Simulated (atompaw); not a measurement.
# V: the cost of one run

The numbers are computed with atompaw 4.2.0.5 (LDA (PW92), scalar-relativistic, spin-unpolarised reference atom).

### Step 1. Starting point

Typed settings, in words:

```json
{
  "element": "vanadium (V, Z = 23)",
  "type": "PAW",
  "frozen core": "[Ar]",
  "valence charge": "5",
  "reference configuration": "3d3 4s1 4p0 (charge +1)",
  "partial waves": "4s (bound): rc 2.45 bohr; 4s channel at 1.4 Ry: rc 2.45 bohr; 4p (bound, empty): rc 2.45 bohr; 4p channel at 0.2 Ry: rc 2.45 bohr; 3d (bound): rc 1.40 bohr; 3d channel at 3.9 Ry: rc 2.45 bohr",
  "local potential": "bessel scheme, radius 1.65 bohr",
  "core correction": "smooth core density matched at 2.10 bohr",
  "augmentation charge": "sinc compensation charge, radius 2.15 bohr; PAW radius 2.45 bohr; waves and projectors: custom rrkj vanderbiltortho"
}
```

### Step 2. The generation run

File V.input:

```
V 23
LDA-PW scalarrelativistic loggrid 1500 logderivrange -3 5 201
4 4 3 0 0 0
4 0 1
4 1 0
3 2 3
0 0 0
c
c
c
v
c
c
v
v
2
2.45 2.15 1.65 2.10
y
1.4
n
y
0.2
n
y
3.9
n
custom rrkj vanderbiltortho sinc
bessel
2.45
2.45
2.45
2.45
1.40
2.45
PWSCFOUT
UPFDX 0.0125d0 UPFXMIN -7.d0 UPFZMESH 23.d0
END
```

Started as:

```
$ atompaw < V.input > V.log
```

**Question.** How long does this run take on 1 thread of Intel Xeon 6975P-C, shared host?

About 1.9 s.
